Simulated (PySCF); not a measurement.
# C6H18SiSn (SnEt3(SiH3)): the cost of one run

Computed with PySCF 2.14.0, with density-fitted response routines of our own, on a single molecule in the gas phase. Atoms count from 0, in the outputs and in this text.

**1. The molecule as given**

26 atoms, charge 0, multiplicity 1; geometry from: GFN2-xTB. The atoms were then displaced at random by about 0.03 Å, so the start is not that level's minimum.

Bonds of the start (Å): Sn0–C1 2.22, Sn0–C8 2.16, Sn0–C15 2.35, Sn0–Si22 2.53, C1–C2 1.55, C1–H3 1.15, C1–H4 1.09, C2–H5 1.11, C2–H6 1.02, C2–H7 1.03, C8–C9 1.53, C8–H10 1.05, C8–H11 1.13, C9–H12 1.04, C9–H13 1.08, C9–H14 1.12, C15–C16 1.54, C15–H17 1.05, C15–H18 1.08, C16–H19 1.11, C16–H20 1.05, C16–H21 1.16, Si22–H23 1.49, Si22–H24 1.57, Si22–H25 1.38.

**2. Optimising the geometry at PBE0-D3(BJ)/def2-SVP**

Job settings and geometry (Å):

```
{"job": {"xc": "PBE0", "basis": "def2-SVP", "d3": "d3bj", "grid": 1, "maxiter": 40, "shake": 0.03, "kind": "geom"}, "charge": 0, "multiplicity": 1}
Sn     0.033460    -0.100610    -0.012880
C     -0.037420     0.056520     2.196020
C     -1.451930    -0.135880     2.793660
H      0.481710     1.041210     2.497040
H      0.652830    -0.712520     2.543560
H     -1.338120    -0.068040     3.899340
H     -2.053250     0.636710     2.490770
H     -1.760450    -1.079880     2.531480
C      2.097330     0.073380    -0.620480
C      2.910070    -1.150280    -0.207500
H      2.524060     0.959680    -0.259550
H      2.141480     0.137010    -1.744300
H      3.858790    -1.024480    -0.623910
H      2.894180    -1.209050     0.867340
H      2.487310    -2.099020    -0.630970
C     -0.986190     1.898770    -0.723340
C     -1.082210     1.975940    -2.262350
H     -0.437400     2.718620    -0.352070
H     -1.984990     1.903070    -0.299590
H     -1.642780     2.896580    -2.534590
H     -0.152520     1.912920    -2.744100
H     -1.653230     1.058710    -2.683730
Si    -1.213190    -2.083950    -0.955200
H     -2.687540    -1.864630    -1.013760
H     -0.978140    -3.279980     0.030380
H     -0.763260    -2.454860    -2.211300
```

Run with:

```console
> OMP_NUM_THREADS=1 python probes_run.py task.json out
```

This one command runs all jobs of the session in turn.

Q: Estimate the wall time and peak memory of this first job on 1 thread of Arm Neoverse V1, shared host.

About 5 min, with a peak of 1.1 GiB.
